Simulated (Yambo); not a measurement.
# NiO (Fm-3m) in Yambo: a series of runs

The runs below take NiO through optical spectrum, with PBE.

Everything below comes from runs of Yambo 5.3.0. Logs are shortened: lines on timing, memory, paths and dates and some standing lists are left out, and cuts for length are marked.

**Experimental background.**

From “Local correlations, non-local screening, multiplets, and band formation in NiO”, 2012, arxiv:1210.6675, for a bulk crystal of NiO: band gap 4.3 eV.

How close the calculation comes is told below.

## Step 1: The crystal as given

It takes space group Fm-3m (No. 225, cubic). Conventional cell: a = 4.172 Å, b = 4.172 Å, c = 4.172 Å, α = 90.00°, β = 90.00°, γ = 90.00°. Ni (site symmetry m-3m) has 6 O at 2.09 Å as nearest neighbours. O (site symmetry m-3m) is surrounded by 6 Ni at 2.09 Å.

## Step 2: Optical spectrum, PBE, collinear spin, ferromagnetic start

The input, optics0.in:

```
optics
chi
Chimod= "IP"
% BndsRnXd
 1 | 27 |
%
% LongDrXd
 1 | 1 | 0 |
%
% QpntsRXd
 1 | 1 |
%
% EnRngeXd
 0 | 30 | eV
%
% DmRngeXd
 0.1 | 0.1 | eV
%
ETStpsXd= 300
```

The input, scf.in:

```
&CONTROL
  calculation = 'scf'
  prefix = 'pwscf'
  outdir = './tmp'
  pseudo_dir = './pseudo'
/
&SYSTEM
  ibrav = 0
  nat = 2
  ntyp = 2
  ecutwfc = 98
  nbnd = 22
  occupations = 'smearing'
  smearing = 'fd'
  degauss = 0.00367493
  nspin = 2
  starting_magnetization(1) = 0.0556
  starting_magnetization(2) = 0
  force_symmorphic = .true.
/
&ELECTRONS
  conv_thr = 4d-10
  electron_maxstep = 120
  mixing_beta = 0.3
/
ATOMIC_SPECIES
Ni    58.6934 Ni.upf
O     15.9990 O.upf
CELL_PARAMETERS angstrom
   0.0000000000    2.0859016414    2.0859016414
   2.0859016414    0.0000000000    2.0859016414
   2.0859016414    2.0859016414    0.0000000000
ATOMIC_POSITIONS crystal
Ni     0.0000000000    0.0000000000    0.0000000000
O      0.5000000000    0.5000000000    0.5000000000
K_POINTS automatic
16 16 16 0 0 0
```

The input, nscf.in:

```
&CONTROL
  calculation = 'nscf'
  prefix = 'pwscf'
  outdir = './tmp'
  pseudo_dir = './pseudo'
/
&SYSTEM
  ibrav = 0
  nat = 2
  ntyp = 2
  ecutwfc = 98
  nbnd = 37
  occupations = 'smearing'
  smearing = 'fd'
  degauss = 0.00367493
  nspin = 2
  starting_magnetization(1) = 0.0556
  starting_magnetization(2) = 0
  force_symmorphic = .true.
/
&ELECTRONS
  conv_thr = 1d-08
  diago_full_acc = .true.
  diago_thr_init = 1d-06
/
ATOMIC_SPECIES
Ni    58.6934 Ni.upf
O     15.9990 O.upf
CELL_PARAMETERS angstrom
   0.0000000000    2.0859016414    2.0859016414
   2.0859016414    0.0000000000    2.0859016414
   2.0859016414    2.0859016414    0.0000000000
ATOMIC_POSITIONS crystal
Ni     0.0000000000    0.0000000000    0.0000000000
O      0.5000000000    0.5000000000    0.5000000000
K_POINTS automatic
16 16 16 0 0 0
```

Potentials or basis: PseudoDojo 0.4.1 SR PBE standard.

On the command line:

```console
$ OMP_NUM_THREADS=1 pw.x -in scf.in > scf.out
$ OMP_NUM_THREADS=1 pw.x -in nscf.in > nscf.out
$ cd tmp/pwscf.save; p2y; mv SAVE ../..; cd ../..
$ OMP_NUM_THREADS=1 yambo
$ OMP_NUM_THREADS=1 yambo -F optics0.in -J optics0 -C optics0_out
```

Yambo's report:

```text
[... sections 02.01 to 02.04 as in the set-up run ...]

  [02.05] Energies & Occupations
  ==============================

  [WARNING] Merged spin levels are metallic
  [X] === Spin Independent ===
  [X] Electronic Temperature                        :  0.258606E-1   300.100    [eV K]
  [X] Bosonic    Temperature                        :  0.258606E-1   300.100    [eV K]
  [X] Finite Temperature mode                       : yes
  [X] El. density                                   :  0.13222E+25 [cm-3]
  [X] Fermi Level                                   :  14.69097 [eV]

  [X] === Spin up channel ===
  [X] Conduction Band Min                  [spin UP]:  14.69097 [eV]
  [X] Valence Band Max                     [spin UP]:  14.69097 [eV]
  [X] Filled Bands                         [spin UP]:  11
  [X] Metallic Bands                       [spin UP]:  12  13
  [X] Empty Bands                          [spin UP]:   14   37

  [X] === Spin dn channel ===
  [X] Conduction Band Min                  [spin DN]:  14.69097 [eV]
  [X] Valence Band Max                     [spin DN]:  14.69097 [eV]
  [X] Filled Bands                         [spin DN]:  11
  [X] Metallic Bands                       [spin DN]:  12  13
  [X] Empty Bands                          [spin DN]:   14   37

  [X] === Metallic Characters ===
  [X] N of el / N of met el                [spin UP]:  12.00000   1.08382
  [X] Average metallic occ.                [spin UP]:  0.270954
  [X] N of el / N of met el                [spin DN]:  12.00000   2.16753
  [X] Average metallic occ.                [spin DN]:  0.541882

  [WARNING] [X] Metallic system

  [WARNING] Merged spin levels are metallic

 [03] Transferred momenta grid and indexing
 ==========================================

 IBZ Q-points                                      :  145
 BZ  Q-points                                      :   4096

 K/Q-points units:
 rlu = crystal or reduced units; cc = cartesian coordinates; iku = interal k-units

 Q [  1]        [rlu]:  0.000000  0.000000  0.000000
 Q [  2]        [rlu]:  0.65515E-18  0.65515E-18  0.62500E-01
 Q [  3]        [rlu]:  0.13103E-17  0.13103E-17  0.12500
 Q [  4]        [rlu]:  0.79553E-17 -0.59225E-17  0.18750
 Q [  5]        [rlu]:  0.26206E-17  0.26206E-17  0.25000
 Q [  6]        [rlu]:  0.11164E-16  0.11164E-16  0.31250
[... 42 lines left out ...]
 Q [ 49]        [rlu]: -0.14442E-16  0.25000      0.25000
 Q [ 50]        [rlu]:  0.41899E-17  0.25000      0.31250

 Remaining 95 points informations can be written running with -fatlog

 [WARNING] [Xd] User bands 1-27 break level degeneracy

 [04] Dipoles
 ============

  [04.01] Setup: observables and procedures
  =========================================

  [WF-Oscillators/G space/Transverse up loader] Normalization (few states)  min/max  :  0.98131E-17   1.0000

  [WR./optics0//ndb.dipoles]------------------------------------------------------
   Brillouin Zone Q/K grids (IBZ/BZ)                :    145   4096    145   4096
   RL vectors                                       :  2733 [WF]
   Fragmentation                                    : yes
   Electronic Temperature                           :  300.1000 [K]
   Bosonic    Temperature                           :  300.1000 [K]
   DIP band range                                   :   1  27
   DIP band range limits                            :  13  12
   DIP e/h energy range                             : -1.000000 -1.000000 [eV]
   RL vectors in the sum                            :  2733
   [r,Vnl] included                                 : yes
   Bands ordered                                    : yes
   Direct v evaluation                              : no
   Approach used                                    : G-space v
   Dipoles computed                                 : R V P [G-space]
   Wavefunctions                                    : Perdew, Burke & Ernzerhof(X)+Perdew, Burke & Ernzerhof(C)

  [WARNING] [r,Vnl^pseudo] included in position and velocity dipoles.

  [WARNING] In case H contains other non local terms, these are neglected

 [05] Optics
 ===========

 [X-CG] R(p) Tot o/o(of R):    24741  1602964      100

 [WARNING] The system is a metal but Drude term not included.
```

r_setup:

```text
[02] CORE Variables Setup
 =========================

  [02.01] Unit cells
  ==================

  Cell kind             :  FCC
  Atoms in the cell     :  Ni  O
[... 925 lines left out ...]
   15.46879  19.83021  26.39137  26.84647  28.77547  30.26677  31.58344  37.22169
  occ [up] @ K [ 42]
   1.000000  1.000000  1.000000  1.000000  1.000000  1.000000  1.000000  1.000000
   1.000000  1.000000  1.000000  0.003291  0.000000  0.000000  0.000000  0.000000
   0.000000  0.000000  0.000000  0.000000  0.000000  0.000000  0.000000  0.000000
  occ [dn] @
   1.000000  1.000000  1.000000  1.000000  1.000000  1.000000  1.000000  1.000000
   1.000000  1.000000  1.000000  0.003279  0.000000  0.000000  0.000000  0.000000
   0.000000  0.000000  0.000000  0.000000  0.000000  0.000000  0.000000  0.000000
  E [up] @ K [ 43]:  [eV]
  -103.0463  -63.4600  -63.4415  -63.4382  -19.0865   -7.5395   -5.6970   -
```

o-optics0.eel_q1_ip:

```text
# Electron Energy Loss @ Q(1):  0.707106781     0.707106781      0.00000000    [q->0 direction]
#
# [ X ] Hartree size                              :  1
# [GEN] GF Energies                               : Perdew, Burke & Ernzerhof(X)+Perdew, Burke & Ernzerhof(C)
# [GEN] Green`s Function                          : Retarded
#
# [GEN] Gauge                                     : Length
# [GEN] [r,Vnl] included                          : yes
#
#    E[1] [eV]          Im(eel)            Re(eel)
#
        0.000000           0.41649E-19       -0.012869
        0.100334           0.006082          -0.017393
        0.200669           0.005062          -0.017684
        0.301003           0.006911          -0.013950
        0.401338           0.011475          -0.010700
        0.501672           0.015489          -0.008517
[... 292 lines left out ...]
        29.89967           0.485244          -0.576880
        30.00000           0.495161          -0.550158
#
```

Run time: 9.2 min. Hardware: 1 thread of Arm Neoverse V1, shared host; peak memory 0.39 GiB.

Results:

```
Band gap on the k mesh, mean-field level : none (metal or under the smearing width)
Net moment                               : 0.00 μB per cell
```

Dielectric function (along the field direction of the input):
```
energy (eV)  real part  imaginary part
       0.30      57.56           28.51
       1.30      -3.44           12.31
       2.31      -2.38            2.45
       3.31       2.81            1.20
       4.41       3.70            1.22
       5.42       3.69            2.78
       6.42       2.44            3.17
       7.53       1.97            2.82
       8.53       1.47            1.67
       9.53       2.42            1.41
      10.64       3.88            2.21
      11.64       1.38            3.80
      12.64       0.56            2.88
      13.75       0.93            2.32
      14.75       1.53            1.94
      15.75       1.30            2.67
      16.86       0.97            3.84
      17.86      -0.35            2.02
      18.86      -0.29            1.22
      19.97       0.50            1.12
```

Energy-loss function:
| energy (eV) | loss |
| --- | --- |
| 0.0 | 0.000 |
| 1.3 | 0.075 |
| 2.6 | 1.119 |
| 3.9 | 0.168 |
| 5.2 | 0.099 |
| 6.5 | 0.216 |
| 7.8 | 0.271 |
| 9.1 | 0.225 |
| 10.4 | 0.099 |
| 11.7 | 0.236 |
| 13.0 | 0.302 |
| 14.3 | 0.442 |
| 15.7 | 0.284 |
| 17.0 | 0.243 |
| 18.3 | 0.570 |
| 19.6 | 1.119 |
| 20.9 | 0.731 |
| 22.2 | 1.292 |
| 23.5 | 1.405 |
| 24.8 | 0.900 |
| 26.1 | 0.782 |
| 27.4 | 0.626 |
| 28.7 | 0.429 |
| 30.0 | 0.495 |

Caveat: the intraband (Drude) term of the metal is left out; the ground state has no gap, which makes the many-body step unreliable; independent-particle spectra lack excitons; semilocal functionals often make such compounds metallic where correlation or magnetic order opens a gap, which also shifts bond lengths.

## Step 3: Optical spectrum, PBE, collinear spin, ferromagnetic start

The input, optics1.in:

```
optics
chi
Chimod= "HARTREE"
% BndsRnXd
 1 | 27 |
%
NGsBlkXd= 3 Ry
% LongDrXd
 1 | 1 | 0 |
%
% QpntsRXd
 1 | 1 |
%
% EnRngeXd
 0 | 30 | eV
%
% DmRngeXd
 0.05 | 0.05 | eV
%
ETStpsXd= 300
```

scf.in is that of step 2.

nscf.in is that of step 2.

Potentials or basis: PseudoDojo 0.4.1 SR PBE standard.

On the command line:

```console
$ OMP_NUM_THREADS=1 pw.x -in scf.in > scf.out
$ OMP_NUM_THREADS=1 pw.x -in nscf.in > nscf.out
$ cd tmp/pwscf.save; p2y; mv SAVE ../..; cd ../..
$ OMP_NUM_THREADS=1 yambo
$ OMP_NUM_THREADS=1 yambo -F optics1.in -J optics1 -C optics1_out
```

Yambo's report:

```text
[... sections 02.01 to 02.04 as in the set-up run ...]

  [02.05] Energies & Occupations
  ==============================

  [WARNING] Merged spin levels are metallic
  [X] === Spin Independent ===
  [X] Electronic Temperature                        :  0.258606E-1   300.100    [eV K]
  [X] Bosonic    Temperature                        :  0.258606E-1   300.100    [eV K]
  [X] Finite Temperature mode                       : yes
  [X] El. density                                   :  0.13222E+25 [cm-3]
  [X] Fermi Level                                   :  14.69097 [eV]

  [X] === Spin up channel ===
  [X] Conduction Band Min                  [spin UP]:  14.69097 [eV]
  [X] Valence Band Max                     [spin UP]:  14.69097 [eV]
  [X] Filled Bands                         [spin UP]:  11
  [X] Metallic Bands                       [spin UP]:  12  13
  [X] Empty Bands                          [spin UP]:   14   37

  [X] === Spin dn channel ===
  [X] Conduction Band Min                  [spin DN]:  14.69097 [eV]
  [X] Valence Band Max                     [spin DN]:  14.69097 [eV]
  [X] Filled Bands                         [spin DN]:  11
  [X] Metallic Bands                       [spin DN]:  12  13
  [X] Empty Bands                          [spin DN]:   14   37

  [X] === Metallic Characters ===
  [X] N of el / N of met el                [spin UP]:  12.00000   1.08382
  [X] Average metallic occ.                [spin UP]:  0.270954
  [X] N of el / N of met el                [spin DN]:  12.00000   2.16753
  [X] Average metallic occ.                [spin DN]:  0.541882

  [WARNING] [X] Metallic system

  [WARNING] Merged spin levels are metallic

 [03] Transferred momenta grid and indexing
 ==========================================

 IBZ Q-points                                      :  145
 BZ  Q-points                                      :   4096

 K/Q-points units:
 rlu = crystal or reduced units; cc = cartesian coordinates; iku = interal k-units

 Q [  1]        [rlu]:  0.000000  0.000000  0.000000
 Q [  2]        [rlu]:  0.65515E-18  0.65515E-18  0.62500E-01
 Q [  3]        [rlu]:  0.13103E-17  0.13103E-17  0.12500
 Q [  4]        [rlu]:  0.79553E-17 -0.59225E-17  0.18750
 Q [  5]        [rlu]:  0.26206E-17  0.26206E-17  0.25000
 Q [  6]        [rlu]:  0.11164E-16  0.11164E-16  0.31250
[... 42 lines left out ...]
 Q [ 49]        [rlu]: -0.14442E-16  0.25000      0.25000
 Q [ 50]        [rlu]:  0.41899E-17  0.25000      0.31250

 Remaining 95 points informations can be written running with -fatlog

 [WARNING] [Xd] User bands 1-27 break level degeneracy

 [04] Dipoles
 ============

  [04.01] Setup: observables and procedures
  =========================================

  [WF-Oscillators/G space/Transverse up loader] Normalization (few states)  min/max  :  0.98131E-17   1.0000

  [WR./optics1//ndb.dipoles]------------------------------------------------------
   Brillouin Zone Q/K grids (IBZ/BZ)                :    145   4096    145   4096
   RL vectors                                       :  2733 [WF]
   Fragmentation                                    : yes
   Electronic Temperature                           :  300.1000 [K]
   Bosonic    Temperature                           :  300.1000 [K]
   DIP band range                                   :   1  27
   DIP band range limits                            :  13  12
   DIP e/h energy range                             : -1.000000 -1.000000 [eV]
   RL vectors in the sum                            :  2733
   [r,Vnl] included                                 : yes
   Bands ordered                                    : yes
   Direct v evaluation                              : no
   Approach used                                    : G-space v
   Dipoles computed                                 : R V P [G-space]
   Wavefunctions                                    : Perdew, Burke & Ernzerhof(X)+Perdew, Burke & Ernzerhof(C)

  [WARNING] [r,Vnl^pseudo] included in position and velocity dipoles.

  [WARNING] In case H contains other non local terms, these are neglected

 [05] Optics
 ===========

 [X-CG] R(p) Tot o/o(of R):    24741  1602964      100

 [WARNING] The system is a metal but Drude term not included.
```

o-optics1.eel_q1_inv_rpa_dyson:

```text
# Electron Energy Loss @ Q(1):  0.707106781     0.707106781      0.00000000    [q->0 direction]
#
# [ X ] Hartree size                              :  27
# [GEN] GF Energies                               : Perdew, Burke & Ernzerhof(X)+Perdew, Burke & Ernzerhof(C)
# [GEN] Green`s Function                          : Retarded
#
# [GEN] Gauge                                     : Length
# [GEN] [r,Vnl] included                          : yes
#
#    E[1] [eV]          Im(eel)            Re(eel)            Im(eel_o)          Re(eel_o)
#
        0.000000           0.51282E-11       -0.006281           0.18267E-19       -0.006278
        0.100334           0.010280          -0.020047           0.010255          -0.020029
        0.200669           0.003125          -0.017942           0.003118          -0.017924
        0.301003           0.004333          -0.012161           0.004327          -0.012154
        0.401338           0.010977          -0.008133           0.010968          -0.008138
        0.501672           0.014223          -0.006849           0.014218          -0.006862
[... 292 lines left out ...]
        29.89967           0.502193          -0.600144           0.477457          -0.573650
        30.00000           0.503534          -0.555184           0.482165          -0.537233
#
```

Run time: 9.4 min. Hardware: 1 thread of Arm Neoverse V1, shared host; peak memory 1.3 GiB.

Results:

```
Band gap on the k mesh, mean-field level : none (metal or under the smearing width)
Net moment                               : 0.00 μB per cell
Peak of the energy-loss function         : 2.7 eV
```

Dielectric function (along the field direction of the input):
| energy (eV) | real part | imaginary part |
| --- | --- | --- |
| 0.30 | 72.97 | 26.00 |
| 0.80 | -10.30 | 36.59 |
| 1.30 | -2.99 | 12.02 |
| 1.81 | -5.28 | 7.20 |
| 2.31 | -2.87 | 2.34 |
| 2.81 | 0.69 | 0.26 |
| 3.31 | 2.77 | 1.39 |
| 3.81 | 2.14 | 1.63 |
| 4.31 | 3.14 | 0.67 |
| 4.82 | 3.71 | 2.15 |
| 5.32 | 3.98 | 3.20 |
| 5.82 | 3.04 | 3.42 |
| 6.32 | 1.90 | 3.01 |
| 6.82 | 2.81 | 1.98 |
| 7.32 | 1.88 | 2.48 |
| 7.83 | 1.41 | 3.11 |
| 8.33 | 1.07 | 1.71 |
| 8.83 | 1.52 | 1.22 |
| 9.33 | 2.35 | 1.15 |
| 9.83 | 2.24 | 1.05 |
| 10.33 | 3.47 | 1.21 |
| 10.84 | 3.78 | 2.26 |
| 11.34 | 2.83 | 4.57 |
| 11.84 | 1.99 | 4.26 |
| 12.34 | 1.28 | 2.91 |
| 12.84 | 0.41 | 2.11 |
| 13.34 | 0.61 | 2.62 |
| 13.85 | 0.72 | 1.77 |
| 14.35 | 0.52 | 1.65 |
| 14.85 | 1.10 | 1.76 |
| 15.35 | 1.91 | 2.21 |
| 15.85 | 1.34 | 2.29 |
| 16.35 | 1.73 | 2.24 |
| 16.86 | 1.59 | 3.16 |
| 17.36 | -0.89 | 2.69 |
| 17.86 | 0.05 | 1.88 |
| 18.36 | -0.23 | 1.53 |
| 18.86 | -0.25 | 1.24 |
| 19.36 | -0.07 | 1.18 |
| 19.97 | 0.57 | 0.87 |

Energy-loss function:
```tsv
energy (eV)	loss
0.0	0.000
1.3	0.078
2.6	0.886
3.9	0.211
5.2	0.087
6.5	0.229
7.8	0.267
9.1	0.260
10.4	0.099
11.7	0.262
13.0	0.287
14.3	0.549
15.7	0.296
17.0	0.223
18.3	0.591
19.6	1.420
20.9	0.516
22.2	1.357
23.5	1.710
24.8	0.829
26.1	0.731
27.4	0.622
28.7	0.391
30.0	0.504
```

Caveat: the intraband (Drude) term of the metal is left out; the ground state has no gap, which makes the many-body step unreliable; these spectra lack excitons; semilocal functionals often make such compounds metallic where correlation or magnetic order opens a gap, which also shifts bond lengths.

[end of part 1 of 3]
